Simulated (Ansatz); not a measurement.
Crystal: AlSi2Cl.

```
Al Si Cl
1.0
     3.80282    0.00000    0.00000
    -1.90141    3.29334    0.00000
     0.00000    0.00000    4.98986
Al Si Cl
1 2 1
Cartesian
  1.9014 1.0978 2.4949
  0.0000 0.0000 3.7265
  0.0000 0.0000 1.2633
  0.0000 2.1956 0.0000
```

The cell was built by a generator and needn't be a form met in nature.

- Program: Ansatz 0.2.0
- Task: single point
- Functional: PBE
- Potentials or basis: all-electron LAPW, scalar-relativistic
- Cutoff: 193 eV (chosen from the basis error)
- Basis error allowed: 0.001 eV/atom
- k mesh: 8 × 8 × 6
- Occupations: fermi-dirac, width 0.05 eV
- Spin: no spin polarisation

On this cell: pressure 21.2 GPa; largest force 0.874 eV/Å; band gap on the k mesh none (metal or under the smearing width).

The same run follows on a disturbed copy (atoms moved at random, drawn with an rms of 0.05 Å):

```
Al Si Cl
1.0
     3.80282    0.00000    0.00000
    -1.90141    3.29334    0.00000
     0.00000    0.00000    4.98986
Al Si Cl
1 2 1
Direct
  0.66154 0.32917 0.50642
  0.00088 0.99632 0.75069
  0.99297 0.99693 0.25060
  0.33733 0.68389 0.99864
```

Q: What does the disturbed cell give?

A: The energy (extrapolated to zero smearing) moves by +11.0 meV/atom; pressure 21.3 GPa; largest force 1.205 eV/Å; band gap on the k mesh none (metal or under the smearing width).

Forces on the atoms (eV/Å):
```
Al   0.057  0.115 -0.213
Si  -0.093  0.021 -1.119
Si   0.014  0.017  1.204
Cl   0.022 -0.153  0.127
```

Stress tensor (GPa, compression positive):
```
25.30  0.02 -0.51
 0.02 23.32  0.00
-0.51  0.00 15.19
```

Caveats: so large a pressure means that the cell lies far from this level's equilibrium, or that cutoff or potentials fall short (some runs).
